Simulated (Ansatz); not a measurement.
**AlFGeH5NO: single point in a Gaussian basis from a Python script**

A script is to give a single point in a Gaussian basis; the system is AlFGeH5NO. SMILES: [OH][GeH2][NH][AlH][F].

All numbers are computed with the Python package of Ansatz 0.2.0. Level of theory: r2SCAN/def2-SVP.

**1. Starting point**

Bond lengths: O1–Ge2 1.759 Å, Ge2–N3 1.860 Å, N3–Al4 1.917 Å, Al4–F5 1.834 Å, O1–H6 0.987 Å, Ge2–H7 1.563 Å, Ge2–H8 1.509 Å, N3–H9 1.103 Å, Al4–H10 1.587 Å. Angles: O1–Ge2–N3 109.6°, O1–Ge2–H7 107.2°, O1–Ge2–H8 111.3°, N3–Ge2–H7 109.7°, N3–Ge2–H8 107.9°, H7–Ge2–H8 111.0°, Ge2–O1–H6 107.2°, Ge2–N3–Al4 108.7°, Ge2–N3–H9 104.2°, Al4–N3–H9 105.0°, N3–Al4–F5 118.3°, N3–Al4–H10 120.4°, F5–Al4–H10 120.6°.

No structure file is read: the coordinates are typed or built in the script.

**2. The code**

File alfgeh5no_energy.py:

```python
"""Single point of AlFGeH5NO in a Gaussian basis."""

from pathlib import Path

import ansatz as az
import numpy as np
import pandas as pd

GEOMETRY = """
O    -0.79060    1.45180    1.98050
Ge   -0.56630    0.16520    0.80280
N     0.47050    0.78650   -0.61030
Al    0.87220   -0.68540   -1.77130
F     0.32090   -0.59040   -3.51740
H    -1.40220    1.10880    2.67490
H     0.17650   -1.00330    1.52860
H    -1.88700   -0.29980    0.23930
H     1.43400    1.05310   -0.14340
H     1.45510   -2.03770   -1.18060
"""

alfgeh5no = az.Crystal.molecule()
for line in GEOMETRY.strip().splitlines():
    symbol, *xyz = line.split()
    alfgeh5no = alfgeh5no.atom(symbol, [float(v) for v in xyz])

calc = alfgeh5no.calculation().basis(gaussian="def2-SVP").functional("r2SCAN").forces().orbitals()
outcome = calc.run(threads=1, pin="off", runs_dir="out")
report = outcome.report

print(f"E = {report['free_energy_ev']:.6f} eV = {report['free_energy_ev'] / 27.211386246:.7f} Ha")
print("converged:", report["converged"], " doubts:", report["published_state_doubts"] or "none")

symbols = [site.symbol for site in alfgeh5no.cartesian_sites]
forces = np.array(report["forces_ev_ang"])
print("largest force", round(float(np.linalg.norm(forces, axis=1).max()), 4), "eV/A, rms", round(float(np.sqrt((forces ** 2).mean())), 4))

charges = report["charge_distribution"]
table = pd.DataFrame({"atom": symbols, "mulliken": charges["mulliken_charges_e"], "lowdin": charges["lowdin_charges_e"]})
print(table.round(3).to_string())
print("dipole (e A):", np.round(charges["dipole_moment_e_ang"], 4) + 0.0)

lines = Path(report["orbitals_path"]).read_text().splitlines()
field_of = lambda key: [line.split("=")[1].strip() for line in lines if line.startswith(key)]
orbitals = [(27.211386 * float(e), s, float(n)) for e, s, n in zip(field_of("Ene="), field_of("Spin="), field_of("Occup="))]
homo = max(e for e, _, n in orbitals if n > 0.5)
lumo = min(e for e, _, n in orbitals if n < 0.5)
print(f"HOMO {homo:.3f} eV, LUMO {lumo:.3f} eV, gap {lumo - homo:.3f} eV")
```

**3. Launch**

The run is started by

```bash
> python alfgeh5no_energy.py
```

**Question.** What results will this script give? Wanted: total energy; largest force; dipole moment; HOMO-LUMO gap of the mean field.

The runs gave:

| quantity | value |
| --- | --- |
| total energy | -69434.9896 eV |
| largest force | 3.454 eV/Å |
| dipole moment | 2.93 D |
| HOMO-LUMO gap of the mean field (r2SCAN/def2-SVP) | 4.47 eV |

In words: Forces reach 3.45 eV/Å, so the atoms aren't at rest. Caveats:
- The geometry is a force-field or estimated start, not a minimum of this method, and the basis set is short of its limit.
- The Löwdin charges here are taken after orthogonalising the functions within each atom; they differ from plain Löwdin charges, and their signs can be unphysical.
- Levels such as HOMO and LUMO are orbital energies: with these approximate functionals they aren't the ionisation energy and electron affinity, and their gap isn't the fundamental gap.
